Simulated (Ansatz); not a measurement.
# AsGeH₅O: how energies converge with the basis set

How large a basis does AsGeH₅O need? Two functionals are run in growing sets.

Method: one geometry, several basis sets; program: Ansatz 0.2.0, Gaussian basis.

Levels to be run: PBE0-D4/def2-SVP; ωB97M-V/def2-SVP; PBE0-D4/def2-QZVPP; ωB97M-V/def2-QZVPP; the functionals' def2-TZVPP values are taken from earlier runs.

### 1 Structure used throughout

An earlier PBE0-D4 in a triple-zeta def2 set relaxation fixed the geometry.

SMILES `O[AsH][GeH3]`, 8 atoms, charge 0, spin multiplicity 1.

Atoms are counted from 1 here; the program's logs count them from 0.

Bond lengths: O1–As2 1.812 Å, O1–H4 0.961 Å, As2–Ge3 2.432 Å, As2–H5 1.530 Å, Ge3–H6 1.539 Å, Ge3–H7 1.535 Å, Ge3–H8 1.537 Å. Angles: As2–O1–H4 107.6°, O1–As2–Ge3 95.1°, O1–As2–H5 96.1°, Ge3–As2–H5 91.6°, As2–Ge3–H6 108.5°, As2–Ge3–H7 110.9°, As2–Ge3–H8 108.8°, H6–Ge3–H7 109.9°, H6–Ge3–H8 109.0°, H7–Ge3–H8 109.7°.

Coordinates:

```mol
AsGeH5O
  3D, bonds by distance, orders not assigned

  8  7  0  0  0  0  0  0  0  0999 V2000
   -1.4289    0.4078   -1.2899 O   0  0
   -0.5675    1.2134    0.0861 As  0  0
    0.7574   -0.7361    0.6843 Ge  0  0
   -2.3452    0.6951   -1.2680 H   0  0
    0.5765    1.7876   -0.7519 H   0  0
    1.9173   -0.2812    1.5886 H   0  0
    1.3130   -1.4260   -0.5698 H   0  0
   -0.1307   -1.7177    1.4650 H   0  0
  1  2  8  0
  2  3  8  0
  1  4  8  0
  2  5  8  0
  3  6  8  0
  3  7  8  0
  3  8  8  0
M  END
```

### 2 PBE0-D4 in def2-SVP

File in.yaml:

```yaml
crystal:
  periodic: [false, false, false]
  atoms:
    - {symbol: O, position_ang: [-1.428856, 0.407833, -1.289911]}
    - {symbol: As, position_ang: [-0.567477, 1.213413, 0.086050]}
    - {symbol: Ge, position_ang: [0.757428, -0.736088, 0.684276]}
    - {symbol: H, position_ang: [-2.345214, 0.695115, -1.267960]}
    - {symbol: H, position_ang: [0.576519, 1.787612, -0.751937]}
    - {symbol: H, position_ang: [1.917258, -0.281215, 1.588634]}
    - {symbol: H, position_ang: [1.312998, -1.426037, -0.569811]}
    - {symbol: H, position_ang: [-0.130657, -1.717733, 1.464958]}
basis:
  gaussian: {orbitals: def2-SVP}
hamiltonian: {xc: pbe0, dispersion: d4}
output: {orbitals: {seedname: orbitals}}
```

The runs that follow: ωB97M-V in def2-SVP; PBE0-D4 in def2-QZVPP; ωB97M-V in def2-QZVPP.

**Question.** What will the summary of the whole plan be? Wanted: PBE0-D4: double and triple zeta above quadruple; ωB97M-V: double and triple zeta above quadruple.

**Answer**, as computed:

```
                                       quantity           value
PBE0-D4: double and triple zeta above quadruple  20.11, 2.68 eV
ωB97M-V: double and triple zeta above quadruple  20.10, 2.62 eV
```

What this shows: PBE0-D4 gains 17.43 eV from double to triple zeta, then 2.68 eV more. Total energies overstate the basis error of differences, where much of it tends to cancel. The LUMO of ωB97M-V is positive and keeps falling with the basis (1.51 to 0.82 eV): an unbound level that the basis holds in place.
